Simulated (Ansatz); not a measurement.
# [GeH3]− (SMILES [GeH3-]): levels of theory compared

Aim: a comparison of 6 runs (B2PLYP/STO-3G, CAM-B3LYP/STO-3G, PBE/STO-3G, UPBE0/STO-3G, CCSD/STO-3G, UCCSD(T)/STO-3G) of [GeH3]−. 

The results are computed with Ansatz 0.2.0.

3 further runs of the same task are left out: 2 that didn't finish, 1 set aside as unsound or not needed.

## 1. Starting point

[GeH3]− has 4 atoms, charge -1, and is taken as a singlet. As SMILES, `[GeH3-]`. The H4–Ge1 distance was set to 4.394 Å, away from the relaxed value. At this shape a bond of the SMILES string is far longer than usual.

Bond lengths: Ge1–H2 1.750 Å, Ge1–H3 1.752 Å. Angles: H2–Ge1–H3 89.2°.

## 2. A single-point energy at B2PLYP/STO-3G (run 1)

The input, input.yaml:

```yaml
crystal:
  periodic: [false, false, false]
  atoms:
    - symbol: Ge
      position_ang: [1.866942, -2.504278, -0.381031]
    - symbol: H
      position_ang: [2.333062, -2.075028, 1.250279]
    - symbol: H
      position_ang: [0.457162, -3.319908, 0.263289]
    - symbol: H
      position_ang: [-0.463100, 1.211260, -0.649430]
basis:
  gaussian: {orbitals: STO-3G}
total_charge: -1
hamiltonian: {xc: {name: B2PLYP}}
correlation: {frozen_orbitals: {Ge: 9, H: 0}}
accuracy: high
```

Command:

```sh
$ ansatz run input.yaml --threads 1 --pin off --max-ram 2610MiB --events-out events.jsonl --progress --plain --runs-dir runs
```

The log of the run:

```text
Warning: RAYON_NUM_THREADS=1 ignored (pool sized by the plan → 1); use --threads N
Functional definition: B2PLYP
  name "B2PLYP"
  parameter a = 0.53
  parameter c = 0.27
  exchange = (1 - a)*b88_x + a*exact_x
  correlation = (1 - c)*lyp_c + c*(mp2_os + mp2_ss)
247 factors; integrals over basis functions are off by at most 1.2e-8 eV
mean field evaluation 1: about -55890.2778 eV, gradient 1.0e1 eV
mean field evaluation 2: about -55890.2733 eV, gradient 1.0e1 eV
mean field evaluation 4: about -55890.7228 eV, gradient 5.7e0 eV
mean field evaluation 8: about -55890.8311 eV, gradient 5.6e0 eV
mean field evaluation 16: about -55892.7947 eV, gradient 2.0e-8 eV
mean field -55892.79469218 eV, -2054.0223194405 hartree, gradient 2.0e-8 eV, S^2 0.000000; 0 other end points of the search recorded, 0 dependent functions left out; unrestricted orbitals would lower it
9 core orbitals not correlated: weight in the atoms' cores, before any rotation towards them, 1.000 or more for the frozen orbitals, at most 0.000 for the correlated occupied ones
reference -55892.79471268 eV, -2054.0223201942 hartree; 9, 9 occupied and 3, 3 virtual orbitals, 247 factors
second order -7.02532172 eV of doubles, -0.00000000 eV of singles
Total energy: -55894.69154955 eV, -2054.0920276633 hartree
```

Run time: 0.72 s. Hardware: 1 thread of Intel Xeon Platinum 8559C (Emerald Rapids), shared host; peak memory 0.11 GiB.

## 3. The energy at CAM-B3LYP/STO-3G (run 2)

The input, in.yaml:

```yaml
crystal:
  periodic: [false, false, false]
  atoms:
    - {symbol: Ge, position_ang: [1.866942, -2.504278, -0.381031]}
    - {symbol: H, position_ang: [2.333062, -2.075028, 1.250279]}
    - {symbol: H, position_ang: [0.457162, -3.319908, 0.263289]}
    - {symbol: H, position_ang: [-0.463100, 1.211260, -0.649430]}
basis:
  gaussian:
    orbitals: STO-3G
total_charge: -1
hamiltonian:
  xc: {name: CAM-B3LYP}
accuracy: high
```

Command:

```sh
$ ansatz run in.yaml --threads 1 --pin off --max-ram 2610MiB --events-out events.jsonl --progress --plain --runs-dir runs
```

The log of the run (excerpt; [...] marks lines left out):

```text
Warning: RAYON_NUM_THREADS=1 ignored (pool sized by the plan → 1); use --threads N
Functional definition: CAM-B3LYP
  name "CAM-B3LYP"
[...]
247 factors; integrals over basis functions are off by at most 1.2e-8 eV
96 factors; integrals over basis functions are off by at most 1.0e-9 eV
[...]
mean field -55903.86906552 eV, -2054.4292951543 hartree, gradient 2.8e-8 eV, S^2 0.000000; 6 other end points of the search recorded, 0 dependent functions left out
reference -55903.86908096 eV, -2054.4292957218 hartree; 18, 18 occupied and 3, 3 virtual orbitals, 247 factors
Total energy: -55903.86908096 eV, -2054.4292957218 hartree
```

It took 0.88 s on 1 thread of Intel Xeon Platinum 8559C (Emerald Rapids), shared host.

Runs 3 to 5 aren't shown in full; the table further down has their settings and results.

## 4. A single-point energy at UCCSD(T)/STO-3G (run 6)

The input, job.yaml:

```yaml
crystal:
  periodic: [false, false, false]
  atoms:
    - {symbol: Ge, position_ang: [1.866942, -2.504278, -0.381031]}
    - {symbol: H, position_ang: [2.333062, -2.075028, 1.250279]}
    - {symbol: H, position_ang: [0.457162, -3.319908, 0.263289]}
    - {symbol: H, position_ang: [-0.463100, 1.211260, -0.649430]}
basis:
  gaussian: {orbitals: STO-3G}
total_charge: -1
magnetization: {spin_polarized: true}
correlation: {method: ccsd_t, frozen_orbitals: {Ge: 9, H: 0}}
accuracy: high
scf: {omitted_lower_state_checks: [cluster_reference, increment]}
```

Command:

```sh
$ ansatz run job.yaml --threads 1 --pin off --max-ram 2610MiB --events-out events.jsonl --progress --plain --runs-dir runs
```

The log of the run:

```text
Warning: RAYON_NUM_THREADS=1 ignored (pool sized by the plan → 1); use --threads N
[... 13 lines left out ...]
9 core orbitals not correlated: weight in the atoms' cores, before any rotation towards them, 1.000 or more for the frozen orbitals, at most 0.000 for the correlated occupied ones
[... 39 lines left out ...]
Total energy: -55868.89036487 eV, -2053.1438516149 hartree
Checks for a lower state left out: cluster_reference, increment
```

It took 0.28 s on 1 thread of Intel Xeon Platinum 8559C (Emerald Rapids), shared host.

## 5. All runs side by side

```tsv
run	level	frozen core orbitals	energy (Eh)	wall time
1	B2PLYP/STO-3G	9	-2054.092028	0.72 s
2	CAM-B3LYP/STO-3G	–	-2054.429296	0.88 s
3	PBE/STO-3G	–	-2054.050461	1.4 s
4	UPBE0/STO-3G	–	-2054.232510	3.3 s
5	CCSD/STO-3G	9	-2053.143852	0.14 s
6	UCCSD(T)/STO-3G	9	-2053.143852	0.28 s
```

## 6. Summary of results

```
                                          quantity           value
                               run 6: total energy  -2053.14385 Eh
run 6: correlation energy (9 core orbitals frozen)       -46.6 mEh
                             run 6: (T) correction       -0.09 mEh
          run 6: ⟨S²⟩ of the reference determinant           1.011
                              run 6: T1 diagnostic           0.007
```

In words: Totals of different functionals can't be ranked against each other. In run 5 the T1 diagnostic is large, so a single reference may not serve. In runs 1, 5 the log says that unrestricted orbitals would lower the reference, so the values rest on an unstable closed-shell determinant (other closed-shell runs at this shape may share the fault). In runs 1, 2, 3, 4, 5, 6 the basis is minimal, so the values are rough. Spin contamination of the reference: run 6 ⟨S²⟩ = 1.01, run 4 ⟨S²⟩ = 0.87. Where it is this large, the reference is a mixture of spin states, and values that rest on it are in doubt. All runs together took 6.7 s, the longest 3.3 s.
